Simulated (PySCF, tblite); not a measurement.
# C3H10F2OSi2: geometry, infrared bands and NMR shifts

Wanted: the infrared bands and NMR shifts of C3H10F2OSi2 (`CO[C@H]([SiH3])C(F)(F)[SiH3]`), by calculation.

Computed with tblite 0.8.0 and PySCF 2.14.0, with density-fitted response routines of our own, on a single molecule in the gas phase. Atoms count from 0, in the outputs and in this text.

### 1 The molecule as given

18 atoms, charge 0, multiplicity 1; geometry from: force field or distance geometry start.

Bonds of the start (Å): C0–O1 1.43, O1–C2 1.45, C2–Si3 1.93, C2–C4 1.54, C4–F5 1.36, C4–F6 1.37, C4–Si7 1.86, C0–H8 1.09, C0–H9 1.09, C0–H10 1.10, C2–H11 1.11, Si3–H12 1.48, Si3–H13 1.49, Si3–H14 1.49, Si7–H15 1.49, Si7–H16 1.49, Si7–H17 1.50.

### 2 Relaxing the molecule with GFN2-xTB

Job settings and geometry (Å):

```
{"job": {"kind": "relax", "xc": "GFN2-xTB", "basis": "xTB"}, "charge": 0, "multiplicity": 1}
C     -1.904100    -1.512100     0.356800
O     -1.066900    -0.777000    -0.532600
C     -0.518400     0.429600     0.066600
Si    -0.380500     1.881300    -1.199800
C      0.780000     0.165000     0.849200
F      0.454800    -0.584300     1.942800
F      1.225400     1.353800     1.364400
Si     2.211500    -0.666300    -0.007000
H     -1.360900    -1.854700     1.240400
H     -2.288500    -2.388000    -0.173800
H     -2.772600    -0.899400     0.653500
H     -1.268400     0.810100     0.785500
H     -1.707900     2.147500    -1.803400
H      0.597300     1.529700    -2.263300
H      0.069700     3.123100    -0.510400
H      3.375500    -0.835100     0.906300
H      2.689000     0.120100    -1.177000
H      1.856300    -2.037000    -0.510000
```

Run with:

```bash
$ OMP_NUM_THREADS=1 python probes_run.py task.json out
```

The driver reads the jobs from task.json and runs them one after another.

**Question.** This job is followed by: GFN2-xTB harmonic vibrations, gas phase; GIAO PBE0/pcSseg-1 NMR shielding, non-relativistic, gas phase. What will the session give for the following? strongest single infrared mode (GFN2-xTB); zero-point energy (GFN2-xTB); 13C shifts against TMS (PBE0/pcSseg-1); 1H shifts against TMS (PBE0/pcSseg-1, means over atoms taken as alike); 17O shifts against H2O (PBE0/pcSseg-1); 29Si shifts against TMS (PBE0/pcSseg-1); 19F shifts against CFCl3 (PBE0/pcSseg-1); surface potential, 1st and 99th percentile.

As calculated:

| quantity | value |
| --- | --- |
| strongest single infrared mode (GFN2-xTB) | 2276 cm⁻¹, 592 km/mol |
| zero-point energy (GFN2-xTB) | 73.9 kcal/mol |
| 13C shifts against TMS (PBE0/pcSseg-1) | 143.4, 81.5, 62.4 ppm |
| 1H shifts against TMS (PBE0/pcSseg-1, means over atoms taken as alike) | 3.95, 3.87, 3.56, 3.51 ppm |
| 17O shifts against H2O (PBE0/pcSseg-1) | 30.3 ppm |
| 29Si shifts against TMS (PBE0/pcSseg-1) | -75.1, -77.8 ppm |
| 19F shifts against CFCl3 (PBE0/pcSseg-1) | -103.8, -119.4 ppm |
| surface potential, 1st and 99th percentile | -0.97 V and 1.14 V |

In words: Over 142 steps the energy fell by 0.438 eV; of the close pairs, C4–Si7 changed most, 1.864 to 1.934 Å. All 48 modes are real, so the xTB geometry is a minimum. Unscaled tight-binding wavenumbers are off by several per cent, some by more. Its intensities can rank the bands wrongly. At PBE0/pcSseg-1: The largest span, 221 ppm, is at F6, where the paramagnetic term is -184 ppm.
